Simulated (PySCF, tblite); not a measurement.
# C₆H₁₀AlFN₂: geometry, infrared bands and NMR shifts

What infrared bands and NMR shifts should C₆H₁₀AlFN₂ (`[CH3][Al@-]([NH3+])([F])[c]1ccccn1`) show?

Computed with tblite 0.8.0 and PySCF 2.14.0, with density-fitted response routines of our own, on a single molecule in the gas phase. Atoms count from 0, in the outputs and in this text.

## Step 1: The starting structure

20 atoms, charge 0, multiplicity 1; geometry from: force field or distance geometry start.

Bonds of the start (Å): C0–Al1 1.95, Al1–N2 1.90, Al1–F3 1.81, Al1–C4 1.96, C4–C5 1.38, C5–C6 1.41, C6–C7 1.38, C7–C8 1.39, C8–N9 1.34, N9–C4 1.35, C0–H10 1.11, C0–H11 1.10, C0–H12 1.13, N2–H13 1.06, N2–H14 1.02, N2–H15 1.05, C5–H16 1.07, C6–H17 1.07, C7–H18 1.09, C8–H19 1.08.

## Step 2: Geometry optimisation with GFN2-xTB

Job settings and geometry (Å):

```
{"job": {"kind": "relax", "xc": "GFN2-xTB", "basis": "xTB"}, "charge": 0, "multiplicity": 1}
C     -2.311000     1.204500    -0.946800
Al    -1.512700    -0.125400     0.237500
N     -2.010900    -1.926600    -0.099600
F     -1.964300     0.287100     1.938700
C      0.437400    -0.033600     0.112300
C      1.066700     1.173200     0.315000
C      2.464900     1.272700     0.217600
C      3.195600     0.143800    -0.084900
C      2.501500    -1.044100    -0.290100
N      1.169300    -1.125000    -0.193600
H     -2.072300     2.209200    -0.532100
H     -1.934300     1.141200    -1.978100
H     -3.430800     1.061800    -0.928200
H     -2.973000    -1.886500    -0.537000
H     -1.374000    -2.422600    -0.718800
H     -2.071000    -2.429100     0.822100
H      0.500000     2.042200     0.560000
H      2.931600     2.222100     0.393300
H      4.279100     0.158200    -0.171600
H      3.103000    -1.912300    -0.528400
```

On the command line:

```bash
> OMP_NUM_THREADS=1 python probes_run.py task.json out
```

The driver reads the jobs from task.json and runs them one after another.

**Question.** This job is followed by: GFN2-xTB harmonic vibrations, gas phase; GIAO PBE0/pcSseg-1 NMR shielding, non-relativistic, gas phase. Predict these results of the whole session: strongest single infrared mode (GFN2-xTB); zero-point energy (GFN2-xTB); 13C shifts against TMS (PBE0/pcSseg-1); 1H shifts against TMS (PBE0/pcSseg-1, means over atoms taken as alike); 27Al shifts against AlH4- (PBE0/pcSseg-1); 15N shifts against NH3 (PBE0/pcSseg-1); 19F shifts against CFCl3 (PBE0/pcSseg-1).

**Answer**, as computed:

| quantity | value |
| --- | --- |
| strongest single infrared mode (GFN2-xTB) | 2742 cm⁻¹, 876 km/mol |
| zero-point energy (GFN2-xTB) | 92.7 kcal/mol |
| 13C shifts against TMS (PBE0/pcSseg-1) | 188.0, 152.2, 140.2, 138.7, 127.0, -13.6 ppm |
| 1H shifts against TMS (PBE0/pcSseg-1, means over atoms taken as alike) | 8.75, 7.94, 7.87, 7.34, 4.67, -0.53 ppm |
| 27Al shifts against AlH4- (PBE0/pcSseg-1) | 43.5 ppm |
| 15N shifts against NH3 (PBE0/pcSseg-1) | 351.0, 29.0 ppm |
| 19F shifts against CFCl3 (PBE0/pcSseg-1) | -193.2 ppm |

What this shows: Over 124 steps the energy fell by 0.892 eV; of the close pairs, Al1–F3 changed most, 1.808 to 1.665 Å. All 54 modes are real, so the xTB geometry is a minimum. The strongest single mode, at 2742 cm⁻¹, moves mainly H14. GFN2-xTB is a fitted tight-binding method: band positions and strengths are rough. Its intensities can rank the bands wrongly. At PBE0/pcSseg-1: The widest tensor belongs to N9: span 613 ppm, with a paramagnetic part of -418 ppm. NICS(1)zz of -28 ppm above the planar ring from C4 marks a diatropic (aromatic) ring current.
